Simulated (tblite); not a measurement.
# C7H15NOSi: the cost of one run

Computed with tblite 0.8.0 and PySCF 2.14.0, with density-fitted response routines of our own, on a single molecule, in the gas phase or a continuum. Atoms are numbered from 0 throughout.

## 1. Starting geometry

25 atoms, charge 0, multiplicity 1; geometry from: force field or distance geometry start.

Bonds of the start (Å): C0–C1 1.50, C1–O2 1.27, C1–N3 1.42, N3–Si4 1.76, Si4–C5 1.86, C5–C6 1.50, C6–C7 1.52, C7–C8 1.50, C8–C9 1.51, C9–C5 1.53, C0–H10 1.12, C0–H11 1.11, C0–H12 1.11, N3–H13 1.07, Si4–H14 1.46, Si4–H15 1.50, C5–H16 1.10, C6–H17 1.11, C6–H18 1.10, C7–H19 1.11, C7–H20 1.12, C8–H21 1.10, C8–H22 1.12, C9–H23 1.11, C9–H24 1.12.

## 2. Optimising the geometry with GFN2-xTB

The job: settings as JSON, then the geometry in Å.

```
{"job": {"kind": "relax", "xc": "GFN2-xTB", "basis": "xTB"}, "charge": 0, "multiplicity": 1}
C      4.586500    -0.476300     0.352800
C      3.303800     0.296500     0.222100
O      3.332700     1.534700    -0.050700
N      2.049000    -0.336900     0.421900
Si     0.589100     0.638800     0.273800
C     -0.994700    -0.291000     0.543300
C     -1.540800    -0.933200    -0.695600
C     -3.033100    -0.676200    -0.627300
C     -3.043100     0.769000    -0.218500
C     -2.047300     0.748200     0.917000
H      4.586600    -1.107200     1.272300
H      4.781800    -1.091100    -0.552600
H      5.441300     0.227300     0.442800
H      2.052600    -1.374300     0.663400
H      0.631200     1.437200    -0.942900
H      0.648100     1.622100     1.402800
H     -0.855200    -1.058600     1.314400
H     -1.424400    -2.038500    -0.736500
H     -1.151300    -0.500400    -1.624300
H     -3.560100    -1.348900     0.083300
H     -3.546100    -0.791900    -1.610600
H     -2.646700     1.347100    -1.064800
H     -4.046500     1.118200     0.127100
H     -2.532300     0.541200     1.890500
H     -1.592000     1.768300     0.984200
```

On the command line:

```bash
$ OMP_NUM_THREADS=1 python probes_run.py task.json out
```

The driver reads the jobs from task.json and runs them one after another.

**Question.** How long does this first job take on 1 thread of Arm Neoverse N1, shared host, and how much memory does it need?

About 2.2 s, with a peak of 0.18 GiB.
